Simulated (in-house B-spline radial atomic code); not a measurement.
**Yb⁹⁺: excited configurations**

Aim: the energies of several excited configurations of Yb⁹⁺ above a reference configuration, each from its own self-consistent run.

Method: scalar-relativistic (spin-free one-electron X2C) r2SCAN, spin-polarised, spherical fractional occupations, Fermi nucleus, basis-set limit. Code: in-house B-spline radial atomic code version 1.

## 1. The system

| Item | Value |
| --- | --- |
| element | ytterbium (Z = 70) |
| charge | +9 |
| electrons | 61 |
| configuration | [Kr] 4d10 4f12 5s2 5p1 |
| Hamiltonian | scalar-relativistic (X2C) |
| nucleus | Fermi, rms radius 5.311 fm |

The outer shells:

[Kr] 4d10 4f12 5s2 5p1
```
[Kr] core
4d [↑↓][↑↓][↑↓][↑↓][↑↓]
4f [↑↓][↑↓][↑↓][↑↓][↑↓][↑ ][↑ ]
5s [↑↓]
5p [↑ ][  ][  ]
```

Where spins are not typed, each open shell is filled with up spins first.

The run's settings:

```ini
Z = 70
electrons = 61.0
configuration = [Kr] 4d10 4f12 5s2 5p1
hamiltonian = x2c
method = r2scan
spin_polarised = True
nucleus = fermi
rms_radius = 5.3108
mass_number = 174
atomic_mass = 173.938867545
speed_of_light = 137.035999084
```

The reference is known from an earlier run: -14035.428978 hartree in all. Up to eight levels, counted from the top:

```csv
orbital,occupation,energy (eV),<r> (bohr)
4p down,3,-496.96,0.5160
4d up,5,-334.93,0.5554
4d down,5,-332.07,0.5553
5s up,1,-193.91,1.096
5s down,1,-190.27,1.098
5p up,1,-159.57,1.211
4f up,7,-153.70,0.6549
4f down,5,-150.69,0.6555
```

## 2. Configuration 1s2 2s2 2p6 3s2 3p6 3d10 4s2 4p6 4d10 4f7,4 5s2 5p0,1 5f0,1

In configurations, two counts after a shell (as in p1,2) give the electrons with spin up and with spin down.

The run's settings:

```ini
Z = 70
electrons = 61.0
configuration = 1s2 2s2 2p6 3s2 3p6 3d10 4s2 4p6 4d10 4f7,4 5s2 5p0,1 5f0,1
hamiltonian = x2c
method = r2scan
spin_polarised = True
nucleus = fermi
rms_radius = 5.3108
mass_number = 174
atomic_mass = 173.938867545
speed_of_light = 137.035999084
```

## 3. 1s2 2s2 2p6 3s2 3p6 3d10 4s2 4p6 4d10 4f7,4 5s2 5p1,0 5d0,1

Changes to the settings of step 2:

```diff
@@ -2,3 +2,3 @@
 electrons = 61.0
-configuration = 1s2 2s2 2p6 3s2 3p6 3d10 4s2 4p6 4d10 4f7,4 5s2 5p0,1 5f0,1
+configuration = 1s2 2s2 2p6 3s2 3p6 3d10 4s2 4p6 4d10 4f7,4 5s2 5p1,0 5d0,1
 hamiltonian = x2c
```

## 4. Configuration 1s2 2s2 2p6 3s2 3p6 3d10 4s2 4p6 4d10 4f6,6 5s2 5p1,0

Changes to the settings of step 3:

```diff
@@ -2,3 +2,3 @@
 electrons = 61.0
-configuration = 1s2 2s2 2p6 3s2 3p6 3d10 4s2 4p6 4d10 4f7,4 5s2 5p1,0 5d0,1
+configuration = 1s2 2s2 2p6 3s2 3p6 3d10 4s2 4p6 4d10 4f6,6 5s2 5p1,0
 hamiltonian = x2c
```

## 5. Configuration 1s2 2s2 2p6 3s2 3p6 3d10 4s2 4p6 4d10 4f6,6 5s2 5p0,1

Changes to the settings of step 4:

```diff
@@ -2,3 +2,3 @@
 electrons = 61.0
-configuration = 1s2 2s2 2p6 3s2 3p6 3d10 4s2 4p6 4d10 4f6,6 5s2 5p1,0
+configuration = 1s2 2s2 2p6 3s2 3p6 3d10 4s2 4p6 4d10 4f6,6 5s2 5p0,1
 hamiltonian = x2c
```

Q: How far above the reference does each configuration lie (order and size, in eV)?

The runs gave:

| net move | configuration | 2|M_S|+1 | energy above the reference (eV) | largest <r> (bohr) |
| --- | --- | --- | --- | --- |
| same shells, spins typed | 1s2 2s2 2p6 3s2 3p6 3d10 4s2 4p6 4d10 4f6,6 5s2 5p1,0 | 2 | 1.753 | 1.21 |
| same shells, spins typed | 1s2 2s2 2p6 3s2 3p6 3d10 4s2 4p6 4d10 4f6,6 5s2 5p0,1 | 2 | 1.753 | 1.21 |
| 4f → 5d, spins typed | 1s2 2s2 2p6 3s2 3p6 3d10 4s2 4p6 4d10 4f7,4 5s2 5p1,0 5d0,1 | 4 | 41.522 | 1.44 |
| 4f → 5f, spins typed | 1s2 2s2 2p6 3s2 3p6 3d10 4s2 4p6 4d10 4f7,4 5s2 5p0,1 5f0,1 | 2 | 85.280 | 1.93 |

The lowest of them is same shells, spins typed at 1.753 eV and the highest 4f → 5f, spins typed at 85.280 eV. The reference has 2|M_S|+1 = 4; 3 of the configurations differ from it in spin. These are spherical averages at the typed spins, not spectroscopic levels.
